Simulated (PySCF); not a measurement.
# CuS: from the state search to spectroscopic constants

One table from this session's results is given with a row withheld; the runs are named, their logs left out.

The runs use PySCF 2.14.0; Cu def2-TZVPP, S def2-TZVPP, no relativity.

The first run:

A driver script around PySCF takes these settings:

```
atoms                         : Cu, S
charge                        : 0
basis                         : Cu def2-TZVPP, S def2-TZVPP
Hamiltonian                   : no relativity
basis functions               : 106
electrons treated             : 45
masses in u                   : 62.9296, 31.9721
levels                        : PBE0, PBE, r²SCAN, MN15, BLYP, BHandHLYP, revPBE, LC-ωPBE, HF, MP2, SCS-MP2
grid                          : 80 radial by 434 angular points
occupations                   : held fixed by the projection of orbital angular momentum
dissociation limit            : Cu + S, each in its ground configuration
starting distance in angstrom : 2.120
values of 2S to try           : 1, 3, 5
```

Steps of the session up to this table: Set-up; The PBE0 curve of the state that the search chose; Other states along the same grid; PBE; r²SCAN (meta-GGA); MN15; BLYP (GGA); BHandHLYP (global hybrid GGA); revPBE (GGA); LC-ωPBE; UHF.

One of the session's tables, all rows but one given; the rest of the session is left out.

Energy (eV) from each level's lowest point:

| R (Å) | UHF | UHF-MP2 | UHF-SCS-MP2 | PBE | revPBE |
| --- | --- | --- | --- | --- | --- |
| 1.798 | 1.532 | 0.687 | 0.836 | 0.719 | 0.787 |
| 1.882 | 0.875 | 0.278 | 0.378 | 0.284 | 0.330 |
| 1.966 | 0.446 | 0.069 | 0.125 | 0.065 | 0.092 |
| 2.028 | 0.237 | 0.005 | 0.032 | 0.002 | 0.014 |
| 2.091 | 0.102 | 0.000 | 0.000 | 0.000 | 0.000 |
| 2.154 | ? | ? | ? | ? | ? |
| 2.237 | 0.000 | 0.142 | 0.090 | 0.155 | 0.128 |
| 2.342 | 0.050 | 0.326 | 0.246 | 0.344 | 0.300 |
| 2.467 | 0.192 | 0.596 | 0.488 | 0.611 | 0.548 |
| 2.635 | 0.460 | 0.991 | 0.855 | 0.984 | 0.900 |

Estimate the missing values for R (Å) = 2.154.

Worked estimate for «UHF». A straight line through the neighbours (2.091, 0.102) and (2.237, 0.000) gives 0.102 + (0.000 − 0.102) × (2.154 − 2.091) / (2.237 − 2.091) = 0.058; a parabola fitted to 4 rows on both sides gives 0.032.

The run gave: UHF: 0.028; UHF-MP2: 0.039; UHF-SCS-MP2: 0.015; PBE: 0.045; revPBE: 0.033. In «UHF» the line misses by +0.030 and the parabola by +0.004.

State 2 has its PBE0 minimum 1.34 eV higher. State 3 has its PBE0 minimum 1.92 eV higher. The other levels ran on the lowest alone.

Limits of these values: The state is the lowest single determinant that the PBE0 search found; with open d or f shells the true ground state can be another one.
